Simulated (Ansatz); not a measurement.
Task: energies of removing a hydrogen of BH5Si, SMILES B[SiH3], with Ansatz 0.2.0 through its Python package. Give the script and its output. Level of theory (for the species named): B3LYP, def2-SVPD basis, multiplicity 1, D4 dispersion.

```yaml
atoms:
  - { symbol: B, position_ang: [-0.0282, -1.1807, 0.2088] }
  - { symbol: Si, position_ang: [0.0362, 0.7676, -0.1422] }
  - { symbol: H, position_ang: [-1.1661, -1.6533, 0.2763] }
  - { symbol: H, position_ang: [0.9831, -1.7658, 0.3061] }
  - { symbol: H, position_ang: [-0.6221, 1.0752, -1.4332] }
  - { symbol: H, position_ang: [-0.6220, 1.5178, 0.9479] }
  - { symbol: H, position_ang: [1.4803, 1.1712, -0.2095] }
```

`bh5si.py`
```python
# -*- coding: utf-8 -*-
"""Cost of removing each kind of hydrogen from BH5Si, fragments frozen."""

import ansatz as az

BASIS = "def2-SVPD"
XC = "b3lyp"
VDW = "d4"


def energy_of(molecule, charge=0, unpaired=0):
    calc = (
        molecule.calculation()
        .basis(gaussian=BASIS)
        .functional(XC, dispersion=VDW)
    )
    if charge:
        calc = calc.charge(charge)
    if unpaired:
        calc = calc.spin("collinear", total=unpaired)
    return calc.run(threads=1).report["free_energy_ev"]

def without(molecule, index):
    rest = az.Crystal.molecule()
    for i, site in enumerate(molecule.cartesian_sites):
        if i != index:
            rest = rest.atom(site.symbol, site.position_ang)
    return rest


def main():
    geometry_ang = [
        ("B", [-0.0282, -1.1807, 0.2088]),
        ("Si", [0.0362, 0.7676, -0.1422]),
        ("H", [-1.1661, -1.6533, 0.2763]),
        ("H", [0.9831, -1.7658, 0.3061]),
        ("H", [-0.6221, 1.0752, -1.4332]),
        ("H", [-0.622, 1.5178, 0.9479]),
        ("H", [1.4803, 1.1712, -0.2095]),
    ]
    molecule = az.Crystal.molecule()
    for symbol, xyz in geometry_ang:
        molecule = molecule.atom(symbol, xyz)

    whole = energy_of(molecule, 0)
    hydrogen = energy_of(az.Crystal.molecule().atom("H", (0, 0, 0)), 0, 1)
    print(f"E(molecule) = {whole:.5f} eV, E(H) = {hydrogen:.5f} eV")
    for index in [3, 6]:
        radical = energy_of(without(molecule, index), 0, 1)
        print(f"H{index}: homolysis {96.485332 * (radical + hydrogen - whole):.1f} kJ/mol")


if __name__ == "__main__":
    main()
```

```console
$ python bh5si.py
E(molecule) = -8631.82698 eV, E(H) = -13.63995 eV
H3: homolysis 447.8 kJ/mol
H6: homolysis 390.4 kJ/mol
```

What to keep in mind:
- The settings weren't tested for convergence.
- The geometry is a force-field or estimated start, not a minimum of this method, and the basis set is short of its limit. All parts are taken at fixed geometry, without zero-point energy.
- b3lyp holds the VWN-RPA fit, as in Gaussian; the form of ORCA and Turbomole is b3lyp5.
- It ran for 6.1 s on 1 thread of Arm Neoverse V2 (shared host), peak memory 0.2 GiB.
